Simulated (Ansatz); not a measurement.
# Zr3Cu, space group Pm-3m: a point defect in a supercell

Computed with the Ansatz DFT code, driven from Python.

Input file `zr3cu.extxyz`:
```text
4
Lattice="4.311517 0.0 0.0 0.0 4.311517 0.0 0.0 0.0 4.311517" Properties=species:S:1:pos:R:3 pbc="T T T"
Zr    2.15575850    2.15575850    0.00000000
Zr    2.15575850    0.00000000    2.15575850
Zr    0.00000000    2.15575850    2.15575850
Cu    0.00000000    0.00000000    0.00000000
```

`run_defect.py`
```python
"""A substitution in a supercell of Zr3Cu, against the perfect cell."""

import ansatz as az
import numpy as np

structure = az.Crystal.from_extxyz("zr3cu.extxyz")
host = structure.supercell(2, 2, 1)
defective = host.substitution("Y", at=[0.0, 0.5, 0.5], replaces="Zr")

def settled(structure):
    return (
        structure.calculation()
        .functional("r2SCAN")
        .pseudopotentials("paw")
        .basis(530)  # cutoff of the orbital basis
        .kpoints(2, 2, 3)
        .occupations("Methfessel-Paxton", width=0.15)  # smearing steadies the SCF of a metal
        .band_table()
    )


perfect = settled(host).run(threads=1, pin="off").report
job = settled(defective).forces()
outcome = job.run(threads=1, pin="off")
r = outcome.report

n_host, n_defect = len(perfect["lattice"]["sites"]), len(r["lattice"]["sites"])
print(f"perfect cell: {n_host} atoms, F = {perfect['free_energy_ev']:.4f} eV")
print(f"defect cell:  {n_defect} atoms, F = {r['free_energy_ev']:.4f} eV")
# chemical potentials are still to be added to this difference
print(f"difference {r['free_energy_ev'] - perfect['free_energy_ev']:.4f} eV (no chemical potentials)")

pull = np.linalg.norm(r["forces_ev_ang"], axis=1)
for atom in np.argsort(-pull)[:5]:
    print(f"force on {outcome.lattice.sites[atom].symbol}{atom}: {pull[atom]:.3f} eV/A")

for site in outcome.lattice.sites:
    print(f"{site.symbol:2s}", " ".join(f"{v:8.4f}" for v in site.position_ang))
```

Output of `python run_defect.py`:
```text
perfect cell: 16 atoms, F = -76863.9813 eV
defect cell:  16 atoms, F = -76528.0346 eV
difference 335.9467 eV (no chemical potentials)
force on Zr0: 0.699 eV/A
force on Zr8: 0.699 eV/A
force on Zr1: 0.344 eV/A
force on Zr5: 0.344 eV/A
force on Zr9: 0.344 eV/A
Zr   2.1558   2.1558   0.0000
Zr   2.1558   0.0000   2.1558
Y    0.0000   2.1558   2.1558
Cu   0.0000   0.0000   0.0000
Zr   2.1558   6.4673   0.0000
Zr   2.1558   4.3115   2.1558
Zr   0.0000   6.4673   2.1558
Cu   0.0000   4.3115   0.0000
Zr   6.4673   2.1558   0.0000
Zr   6.4673   0.0000   2.1558
Zr   4.3115   2.1558   2.1558
Cu   4.3115   0.0000   0.0000
Zr   6.4673   6.4673   0.0000
Zr   6.4673   4.3115   2.1558
Zr   4.3115   6.4673   2.1558
Cu   4.3115   4.3115   0.0000
```

Total energies depend on the potentials; only differences at equal settings carry meaning. A total without «per atom» is that of the cell as typed. The run is spin-unpolarised. The mesh is modest for a metal, so energies can be off by several to tens of meV an atom and pressures by half a GPa or more; differences at equal mesh fare better. The atoms stand at ideal sites; relaxing them can change energy and levels by an eV or more. The difference holds no chemical potentials. Errors of mesh and smearing per atom add up over the supercell, so the energy can be off by tenths of an eV. The structure comes from a database of computed cells and needn't be a stable or known phase. The supercell is small, so the defect meets its images and the energies aren't those of an isolated defect; a partly filled defect level may also lower its energy by spin or distortion. For a charged cell the difference holds no correction, alignment or term for the electrons' reservoir. Hardware and time: 2.1 min on 1 thread of Arm Neoverse V2, with other jobs on the host, peak memory 1.7 GiB.

(Lines on the test bed's own set-up are left out of the output.)
